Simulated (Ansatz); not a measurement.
# In2BAs3: the cost of one run

Program: Ansatz 0.2.0. PAW datasets, plane waves. Note: simulated data, non-magnetic, for a generated structure that need not be the stable one.

### 1 Starting point

The cell was relaxed beforehand with r2SCAN.

It is tetragonal, I-4m2 (No. 119); conventional cell a = 3.938 Å, c = 17.810 Å, 23.02 Å³ an atom. Near B stand 4 As at 2.25 Å; near As stand 2 B at 2.25 Å and 2 In at 2.60 Å; near In stand 4 As at 2.58–2.60 Å; near As stand 4 In at 2.58 Å.

Coordinates:

```cif
data_structure
_symmetry_space_group_name_H-M 'I-4m2'
_symmetry_Int_Tables_number 119
_cell_length_a 3.9383
_cell_length_b 3.9383
_cell_length_c 17.8096
_cell_angle_alpha 90.000
_cell_angle_beta 90.000
_cell_angle_gamma 90.000
_cell_volume 276.23
loop_
_atom_site_label
_atom_site_type_symbol
_atom_site_symmetry_multiplicity
_atom_site_Wyckoff_symbol
_atom_site_fract_x
_atom_site_fract_y
_atom_site_fract_z
_atom_site_occupancy
B1 B 2 a 0.00000 0.00000 0.00000 1
As1 As 4 f 0.50000 0.00000 0.43851 1
In1 In 4 e 0.00000 0.00000 0.34328 1
As2 As 2 c 0.00000 0.50000 0.25000 1
```

### 2 PBE bands along the symmetry lines

File input.yaml:

```yaml
crystal:
  lattice:
    - [-1.969143604, 1.969143604, 8.904787902]
    - [1.969143604, -1.969143604, 8.904787902]
    - [1.969143604, 1.969143604, -8.904787902]
  atoms:
    - { symbol: B, position: [0.0, 0.0, 0.0] }
    - { symbol: As, position: [0.4385051998, 0.9385051998, 0.5] }
    - { symbol: In, position: [0.3432842854, 0.3432842854, 0.0] }
    - { symbol: As, position: [0.75, 0.25, 0.5] }
    - { symbol: In, position: [0.6567157146, 0.6567157146, 0.0] }
    - { symbol: As, position: [0.0614948002, 0.5614948002, 0.5] }
kpoints:
  mp_grid: { grid: [10, 10, 10] }
  band_path:
    path:
      - [[0.0, 0.0, 0.0], [-1.168603737043e-18, 1.168603737043e-18, 0.5], [0.25, 0.25, 0.25], [-2.537041052037e-17, 0.5, 2.537041052037e-17], [0.0, 0.0, 0.0], [0.5, 0.5, -0.5], [0.2622249650882, 0.7377750349118, -0.2622249650882]]
      - [[-0.2622249650882, 0.2622249650882, 0.2622249650882], [0.0, 0.0, 0.0]]
      - [[-1.168603737043e-18, 1.168603737043e-18, 0.5], [-0.02444993017647, 0.02444993017647, 0.5]]
      - [[0.5, 0.5, -0.02444993017647], [0.5, 0.5, -0.5]]
    npoints: 10
hamiltonian:
  xc: pbe
scf:
  occupations: { method: fermi_dirac, width: 0.02 }
  n_extra_bands: 5
output:
  forces: true
  stress: true
  eigenvalues: true
```

Run with:

```bash
$ ansatz run input.yaml --threads 4 --pin off --max-ram 6451MiB --backend cpu --events-out ev --progress --plain --runs-dir out
```

What time and memory should one allow on 4 threads of Intel Xeon at 2.50GHz (Skylake/Cascade Lake), shared host?

About 51 s, with a peak of 0.74 GiB.
